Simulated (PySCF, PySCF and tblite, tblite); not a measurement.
# CH₁₀FNSi₃: a scan of pyramidal angle, part 2 of 3

PySCF and tblite. Atoms count from 0.

## 6. Shieldings, coordinate held at 0.3: PBE0/pcSseg-1 in cyclohexane

Job settings and geometry (Å):

```
{"job": {"kind": "nmr", "xc": "PBE0", "basis": "pcSseg-1", "solvent": "cyclohexane", "every": 1, "pop": false}, "charge": 0, "multiplicity": 1}
C      1.698346    -0.765231     0.608113
Si     1.367878    -0.654468    -1.251087
N     -0.184673     0.069152    -1.518392
Si    -1.172445     1.144146    -0.573770
Si    -1.632622     0.295267     1.514371
F     -2.987821     1.032325     2.008615
H      1.696095     0.215638     1.073261
H      0.953639    -1.371949     1.114204
H      2.669051    -1.214166     0.794355
H      1.324490    -1.988960    -1.861798
H      2.418028     0.154764    -1.889868
H     -0.588200    -0.182041    -2.404791
H     -0.491376     2.451386    -0.497959
H     -2.371833     1.334789    -1.405451
H     -0.707219     0.626505     2.599707
H     -1.993081    -1.116811     1.654207
```

Log:

```text
coarse grid: 14312 points
cycle   1  E = -1066.5243834211  dE =  2.192e-01  |g| = 7.272e-01  |ddm| = 3.516e+00
cycle   2  E = -1066.4204919291  dE =  1.039e-01  |g| = 1.065e+00  |ddm| = 1.399e+00
cycle   3  E = -1066.6233304789  dE = -2.028e-01  |g| = 6.873e-02  |ddm| = 8.905e-01
cycle   4  E = -1066.6241113896  dE = -7.809e-04  |g| = 3.026e-02  |ddm| = 7.482e-02
cycle   5  E = -1066.6243335679  dE = -2.222e-04  |g| = 4.800e-03  |ddm| = 2.633e-02
cycle   6  E = -1066.6243380980  dE = -4.530e-06  |g| = 1.406e-03  |ddm| = 5.039e-03
final grid: 123304 points
cycle   7  E = -1066.6594005112  dE = -2.308e-05  |g| = 5.661e-03  |ddm| = 1.654e-02
cycle   8  E = -1066.6593968838  dE =  3.627e-06  |g| = 6.873e-03  |ddm| = 9.740e-03
cycle   9  E = -1066.6594077018  dE = -1.082e-05  |g| = 5.829e-04  |ddm| = 5.500e-03
cycle  10  E = -1066.6594077553  dE = -5.343e-08  |g| = 2.410e-04  |ddm| = 6.411e-04
cycle  11  E = -1066.6594077680  dE = -1.278e-08  |g| = 3.108e-05  |ddm| = 1.969e-04
cycle  12  E = -1066.6594077682  dE = -1.662e-10  |g| = 1.321e-05  |ddm| = 4.602e-05
converged SCF energy = -1066.6594077682

GIAO shielding tensors (ppm)
atom      isotropic    diamagn.    paramagn.     s11        s22        s33       span
  0 C      191.630     257.171     -65.541    183.222    193.523    198.145     14.923
  1 Si     380.207     880.362    -500.155    339.610    371.249    429.762     90.153
  2 N      277.864     325.160     -47.296    248.922    255.720    328.949     80.026
  3 Si     405.888     880.452    -474.564    355.797    391.162    470.704    114.906
  4 Si     344.957     877.143    -532.186    274.648    317.157    443.067    168.419
  5 F      432.684     463.696     -31.012    381.550    450.407    466.097     84.547
  6 H       31.466      33.746      -2.281     27.612     29.698     37.088      9.475
  7 H       32.033      33.846      -1.813     27.755     30.148     38.197     10.441
  8 H       31.518      29.331       2.187     27.070     27.637     39.849     12.779
  9 H       26.953      29.295      -2.342     23.230     25.220     32.408      9.178
 10 H       26.817      28.836      -2.018     22.857     25.077     32.517      9.660
 11 H       32.176      31.483       0.693     21.751     29.211     45.565     23.814
 12 H       26.555      29.675      -3.120     22.574     25.100     31.992      9.418
 13 H       26.528      29.105      -2.576     23.115     25.373     31.098      7.983
 14 H       26.109      29.944      -3.835     22.149     26.981     29.197      7.049
 15 H       26.127      29.835      -3.709     22.478     26.642     29.260      6.782
```

It took 34 s on 1 thread of Intel Xeon Platinum 8259CL at 2.50GHz, shared host; peak memory 0.99 GiB.

In short: HOMO -7.15 eV, LUMO -0.89 eV; dipole 2.35 D.

## 7. Shieldings, coordinate held at 14.6: PBE0/pcSseg-1 in cyclohexane

Job settings and geometry (Å):

```
{"job": {"kind": "nmr", "xc": "PBE0", "basis": "pcSseg-1", "solvent": "cyclohexane", "every": 1, "pop": false}, "charge": 0, "multiplicity": 1}
C      1.699806    -0.769950     0.615766
Si     1.352015    -0.663141    -1.240032
N     -0.251322    -0.039958    -1.474265
Si    -1.173555     1.132020    -0.575754
Si    -1.630237     0.298419     1.515831
F     -2.981546     1.043475     2.008889
H      1.701374     0.212620     1.077838
H      0.959429    -1.375788     1.129104
H      2.672973    -1.217036     0.794345
H      1.362676    -1.989333    -1.870263
H      2.360318     0.197057    -1.881072
H     -0.526560    -0.089560    -2.442108
H     -0.468396     2.429834    -0.533613
H     -2.367029     1.346967    -1.410656
H     -0.703374     0.631472     2.598995
H     -1.994381    -1.111610     1.656617
```

Log:

```text
coarse grid: 14312 points
cycle   1  E = -1066.5247475441  dE =  2.193e-01  |g| = 7.256e-01  |ddm| = 3.515e+00
cycle   2  E = -1066.4217630597  dE =  1.030e-01  |g| = 1.062e+00  |ddm| = 1.401e+00
cycle   3  E = -1066.6232017583  dE = -2.014e-01  |g| = 6.852e-02  |ddm| = 8.910e-01
cycle   4  E = -1066.6239776537  dE = -7.759e-04  |g| = 3.017e-02  |ddm| = 7.531e-02
cycle   5  E = -1066.6241981450  dE = -2.205e-04  |g| = 4.903e-03  |ddm| = 2.618e-02
cycle   6  E = -1066.6242028530  dE = -4.708e-06  |g| = 1.449e-03  |ddm| = 5.068e-03
final grid: 123304 points
cycle   7  E = -1066.6591885406  dE = -2.242e-05  |g| = 5.721e-03  |ddm| = 1.619e-02
cycle   8  E = -1066.6591846229  dE =  3.918e-06  |g| = 7.023e-03  |ddm| = 9.824e-03
cycle   9  E = -1066.6591958327  dE = -1.121e-05  |g| = 6.169e-04  |ddm| = 5.641e-03
cycle  10  E = -1066.6591958946  dE = -6.196e-08  |g| = 2.406e-04  |ddm| = 6.620e-04
cycle  11  E = -1066.6591959075  dE = -1.286e-08  |g| = 3.076e-05  |ddm| = 1.999e-04
cycle  12  E = -1066.6591959076  dE = -1.455e-10  |g| = 1.383e-05  |ddm| = 4.292e-05
converged SCF energy = -1066.6591959076

GIAO shielding tensors (ppm)
atom      isotropic    diamagn.    paramagn.     s11        s22        s33       span
  0 C      192.560     257.025     -64.465    185.086    193.977    198.616     13.530
  1 Si     379.631     880.402    -500.771    342.529    365.986    430.379     87.850
  2 N      273.788     324.217     -50.428    243.104    253.226    325.035     81.931
  3 Si     405.287     880.578    -475.292    357.177    385.860    472.823    115.646
  4 Si     342.616     877.018    -534.402    271.231    315.537    441.079    169.848
  5 F      432.377     463.560     -31.183    380.398    450.314    466.418     86.019
  6 H       31.487      33.675      -2.188     27.574     29.670     37.217      9.644
  7 H       32.002      33.700      -1.698     27.632     30.151     38.223     10.591
  8 H       31.501      29.245       2.256     27.044     27.609     39.849     12.804
  9 H       26.950      29.200      -2.250     23.139     25.142     32.570      9.431
 10 H       26.836      28.989      -2.153     23.065     25.030     32.412      9.347
 11 H       32.266      31.087       1.179     21.800     29.443     45.554     23.753
 12 H       26.596      29.797      -3.201     22.812     24.970     32.005      9.193
 13 H       26.547      29.158      -2.610     23.198     25.238     31.206      8.008
 14 H       26.072      29.854      -3.781     22.094     26.977     29.146      7.052
 15 H       26.079      29.703      -3.624     22.412     26.621     29.204      6.792
```

Wall time 34 s (1 thread of Intel Xeon Platinum 8259CL at 2.50GHz, shared host); peak memory 0.91 GiB.

Key values: HOMO -7.26 eV, LUMO -0.90 eV; dipole 2.44 D.

## 8. Shieldings, coordinate held at -7.6: PBE0/pcSseg-1 in cyclohexane

Job settings and geometry (Å):

```
{"job": {"kind": "nmr", "xc": "PBE0", "basis": "pcSseg-1", "solvent": "cyclohexane", "every": 1, "pop": false}, "charge": 0, "multiplicity": 1}
C      1.737057    -0.686787     0.579349
Si     1.351686    -0.666801    -1.274628
N     -0.204035     0.056473    -1.530490
Si    -1.110962     1.160269    -0.539367
Si    -1.694596     0.255307     1.497692
F     -3.080145     0.961198     1.949733
H      1.715138     0.316478     0.994055
H      1.019421    -1.286328     1.132212
H      2.724395    -1.096896     0.767721
H      1.287282    -2.028337    -1.819598
H      2.371085     0.118869    -1.985162
H     -0.733131    -0.370520    -2.271646
H     -0.271761     2.361176    -0.381084
H     -2.258092     1.529431    -1.383761
H     -0.818970     0.557826     2.631993
H     -2.042133    -1.165615     1.574528
```

Log:

```text
coarse grid: 14312 points
cycle   1  E = -1066.5233820696  dE =  2.184e-01  |g| = 7.288e-01  |ddm| = 3.514e+00
cycle   2  E = -1066.4178306915  dE =  1.056e-01  |g| = 1.069e+00  |ddm| = 1.403e+00
cycle   3  E = -1066.6228966871  dE = -2.051e-01  |g| = 6.943e-02  |ddm| = 8.930e-01
cycle   4  E = -1066.6237016353  dE = -8.049e-04  |g| = 3.052e-02  |ddm| = 7.545e-02
cycle   5  E = -1066.6239282205  dE = -2.266e-04  |g| = 4.997e-03  |ddm| = 2.678e-02
cycle   6  E = -1066.6239329613  dE = -4.741e-06  |g| = 1.595e-03  |ddm| = 5.211e-03
final grid: 123304 points
cycle   7  E = -1066.6590860727  dE = -2.322e-05  |g| = 5.558e-03  |ddm| = 1.722e-02
cycle   8  E = -1066.6590827327  dE =  3.340e-06  |g| = 6.705e-03  |ddm| = 9.467e-03
cycle   9  E = -1066.6590930248  dE = -1.029e-05  |g| = 5.484e-04  |ddm| = 5.302e-03
cycle  10  E = -1066.6590930694  dE = -4.466e-08  |g| = 2.388e-04  |ddm| = 5.926e-04
cycle  11  E = -1066.6590930818  dE = -1.242e-08  |g| = 3.274e-05  |ddm| = 2.002e-04
cycle  12  E = -1066.6590930820  dE = -1.921e-10  |g| = 1.352e-05  |ddm| = 4.648e-05
converged SCF energy = -1066.6590930820

GIAO shielding tensors (ppm)
atom      isotropic    diamagn.    paramagn.     s11        s22        s33       span
  0 C      190.444     257.392     -66.948    180.769    192.625    197.937     17.167
  1 Si     380.079     880.429    -500.350    338.281    374.608    427.347     89.066
  2 N      279.196     325.842     -46.646    251.058    258.862    327.669     76.611
  3 Si     405.053     880.631    -475.578    354.419    394.358    466.381    111.962
  4 Si     345.881     877.204    -531.323    276.642    317.238    443.763    167.121
  5 F      432.310     463.669     -31.360    382.824    451.643    462.462     79.638
  6 H       31.393      33.794      -2.401     27.561     29.798     36.819      9.257
  7 H       32.033      33.944      -1.910     27.806     30.143     38.151     10.345
  8 H       31.530      29.419       2.111     27.092     27.624     39.874     12.782
  9 H       26.955      29.373      -2.418     23.329     25.247     32.288      8.959
 10 H       26.826      28.826      -1.999     22.709     25.212     32.558      9.849
 11 H       32.188      32.016       0.172     22.096     29.094     45.375     23.279
 12 H       26.598      30.105      -3.507     22.890     25.296     31.608      8.718
 13 H       26.498      29.094      -2.596     22.905     25.391     31.198      8.292
 14 H       26.167      29.906      -3.739     22.325     26.934     29.242      6.917
 15 H       26.178      29.937      -3.759     22.555     26.689     29.291      6.735
```

Run time: 35 s. Hardware: 1 thread of Intel Xeon Platinum 8259CL at 2.50GHz, shared host; peak memory 0.91 GiB.

In short: HOMO -7.10 eV, LUMO -0.88 eV; dipole 2.23 D.

## 9. Shieldings, coordinate held at 8.1: PBE0/pcSseg-1 in cyclohexane

Job settings and geometry (Å):

```
{"job": {"kind": "nmr", "xc": "PBE0", "basis": "pcSseg-1", "solvent": "cyclohexane", "every": 1, "pop": false}, "charge": 0, "multiplicity": 1}
C      1.697122    -0.770126     0.615579
Si     1.361837    -0.659413    -1.242336
N     -0.216811     0.012210    -1.494416
Si    -1.173014     1.138079    -0.575797
Si    -1.629311     0.296466     1.514958
F     -2.980294     1.039633     2.011900
H      1.696148     0.211255     1.079836
H      0.953816    -1.377181     1.123284
H      2.669332    -1.217875     0.797393
H      1.349858    -1.989083    -1.865492
H      2.388770     0.181441    -1.878371
H     -0.551144    -0.129643    -2.433098
H     -0.481450     2.442510    -0.518409
H     -2.370714     1.339864    -1.408113
H     -0.700721     0.623669     2.598421
H     -1.995152    -1.113473     1.653411
```

Log:

```text
coarse grid: 14312 points
cycle   1  E = -1066.5247830408  dE =  2.193e-01  |g| = 7.266e-01  |ddm| = 3.516e+00
cycle   2  E = -1066.4214105260  dE =  1.034e-01  |g| = 1.064e+00  |ddm| = 1.400e+00
cycle   3  E = -1066.6235025782  dE = -2.021e-01  |g| = 6.845e-02  |ddm| = 8.905e-01
cycle   4  E = -1066.6242752096  dE = -7.726e-04  |g| = 3.020e-02  |ddm| = 7.495e-02
cycle   5  E = -1066.6244961737  dE = -2.210e-04  |g| = 4.804e-03  |ddm| = 2.620e-02
cycle   6  E = -1066.6245007390  dE = -4.565e-06  |g| = 1.382e-03  |ddm| = 5.019e-03
final grid: 123304 points
cycle   7  E = -1066.6595472182  dE = -2.274e-05  |g| = 5.747e-03  |ddm| = 1.642e-02
cycle   8  E = -1066.6595432830  dE =  3.935e-06  |g| = 7.046e-03  |ddm| = 9.950e-03
cycle   9  E = -1066.6595546035  dE = -1.132e-05  |g| = 6.161e-04  |ddm| = 5.674e-03
cycle  10  E = -1066.6595546655  dE = -6.200e-08  |g| = 2.412e-04  |ddm| = 6.665e-04
cycle  11  E = -1066.6595546784  dE = -1.290e-08  |g| = 3.086e-05  |ddm| = 1.986e-04
cycle  12  E = -1066.6595546786  dE = -1.551e-10  |g| = 1.337e-05  |ddm| = 4.428e-05
converged SCF energy = -1066.6595546786

GIAO shielding tensors (ppm)
atom      isotropic    diamagn.    paramagn.     s11        s22        s33       span
  0 C      192.165     257.094     -64.929    184.334    193.769    198.392     14.059
  1 Si     380.107     880.393    -500.286    341.438    368.951    429.933     88.495
  2 N      275.863     324.751     -48.888    246.357    253.736    327.497     81.140
  3 Si     405.826     880.504    -474.678    356.825    388.741    471.913    115.088
  4 Si     343.747     877.076    -533.329    272.938    316.310    441.993    169.055
  5 F      432.432     463.631     -31.199    380.982    450.291    466.023     85.041
  6 H       31.474      33.710      -2.236     27.585     29.676     37.160      9.576
  7 H       32.014      33.757      -1.742     27.684     30.145     38.214     10.530
  8 H       31.506      29.278       2.227     27.055     27.624     39.838     12.784
  9 H       26.946      29.239      -2.292     23.174     25.170     32.496      9.322
 10 H       26.823      28.921      -2.097     22.960     25.042     32.468      9.508
 11 H       32.224      31.265       0.959     21.764     29.302     45.606     23.841
 12 H       26.564      29.714      -3.150     22.674     25.011     32.007      9.333
 13 H       26.531      29.122      -2.591     23.167     25.292     31.132      7.965
 14 H       26.090      29.902      -3.812     22.111     26.988     29.171      7.059
 15 H       26.106      29.770      -3.664     22.449     26.635     29.235      6.787
```

It took 35 s on 1 thread of Intel Xeon Platinum 8259CL at 2.50GHz, shared host; peak memory 0.91 GiB.

Key values: HOMO -7.20 eV, LUMO -0.89 eV; dipole 2.40 D.

## 10. Shieldings, coordinate held at -10.9: PBE0/pcSseg-1 in cyclohexane

Job settings and geometry (Å):

```
{"job": {"kind": "nmr", "xc": "PBE0", "basis": "pcSseg-1", "solvent": "cyclohexane", "every": 1, "pop": false}, "charge": 0, "multiplicity": 1}
C      1.737103    -0.685314     0.579453
Si     1.352441    -0.663583    -1.273891
N     -0.192950     0.078862    -1.545231
Si    -1.109050     1.163923    -0.540845
Si    -1.693672     0.257075     1.494866
F     -3.078210     0.963539     1.947585
H      1.713402     0.316928     0.996015
H      1.021816    -1.288145     1.131373
H      2.724994    -1.094163     0.765861
H      1.276477    -2.027568    -1.809681
H      2.379874     0.110408    -1.983685
H     -0.742089    -0.390120    -2.245691
H     -0.271499     2.364595    -0.379480
H     -2.262337     1.525108    -1.380604
H     -0.822061     0.556418     2.632121
H     -2.041999    -1.163907     1.566104
```

Log:

```text
coarse grid: 14312 points
cycle   1  E = -1066.5229233045  dE =  2.202e-01  |g| = 7.288e-01  |ddm| = 3.514e+00
cycle   2  E = -1066.4171982756  dE =  1.057e-01  |g| = 1.069e+00  |ddm| = 1.405e+00
cycle   3  E = -1066.6224993635  dE = -2.053e-01  |g| = 7.002e-02  |ddm| = 8.947e-01
cycle   4  E = -1066.6233232160  dE = -8.239e-04  |g| = 3.058e-02  |ddm| = 7.584e-02
cycle   5  E = -1066.6235509766  dE = -2.278e-04  |g| = 5.115e-03  |ddm| = 2.695e-02
cycle   6  E = -1066.6235558375  dE = -4.861e-06  |g| = 1.704e-03  |ddm| = 5.306e-03
final grid: 123304 points
cycle   7  E = -1066.6587465442  dE = -2.354e-05  |g| = 5.496e-03  |ddm| = 1.737e-02
cycle   8  E = -1066.6587434057  dE =  3.138e-06  |g| = 6.594e-03  |ddm| = 9.285e-03
cycle   9  E = -1066.6587533173  dE = -9.912e-06  |g| = 5.259e-04  |ddm| = 5.172e-03
cycle  10  E = -1066.6587533567  dE = -3.941e-08  |g| = 2.358e-04  |ddm| = 5.695e-04
cycle  11  E = -1066.6587533687  dE = -1.197e-08  |g| = 3.360e-05  |ddm| = 1.981e-04
cycle  12  E = -1066.6587533689  dE = -2.092e-10  |g| = 1.395e-05  |ddm| = 4.809e-05
converged SCF energy = -1066.6587533689

GIAO shielding tensors (ppm)
atom      isotropic    diamagn.    paramagn.     s11        s22        s33       span
  0 C      190.233     257.447     -67.215    180.457    192.362    197.879     17.422
  1 Si     379.609     880.441    -500.833    336.451    375.806    426.569     90.118
  2 N      278.893     325.926     -47.034    251.761    258.712    326.205     74.444
  3 Si     404.762     880.627    -475.866    353.885    394.446    465.953    112.068
  4 Si     346.240     877.258    -531.018    276.789    317.660    444.270    167.481
  5 F      432.465     463.685     -31.220    382.738    451.878    462.780     80.042
  6 H       31.408      33.817      -2.409     27.586     29.828     36.810      9.224
  7 H       32.047      33.970      -1.923     27.852     30.149     38.139     10.287
  8 H       31.550      29.454       2.096     27.112     27.651     39.888     12.776
  9 H       26.966      29.408      -2.442     23.349     25.290     32.258      8.909
 10 H       26.838      28.829      -1.992     22.673     25.262     32.579      9.906
 11 H       32.185      32.120       0.065     22.143     29.155     45.256     23.114
 12 H       26.609      30.113      -3.504     22.909     25.320     31.599      8.689
 13 H       26.501      29.086      -2.586     22.859     25.410     31.233      8.374
 14 H       26.182      29.947      -3.765     22.338     26.935     29.273      6.935
 15 H       26.194      29.985      -3.790     22.569     26.704     29.310      6.740
```

It took 35 s on 1 thread of Intel Xeon Platinum 8259CL at 2.50GHz, shared host; peak memory 0.91 GiB.

This run: HOMO -7.11 eV, LUMO -0.88 eV; dipole 2.21 D.

(Part 2 of 3 ends here.)
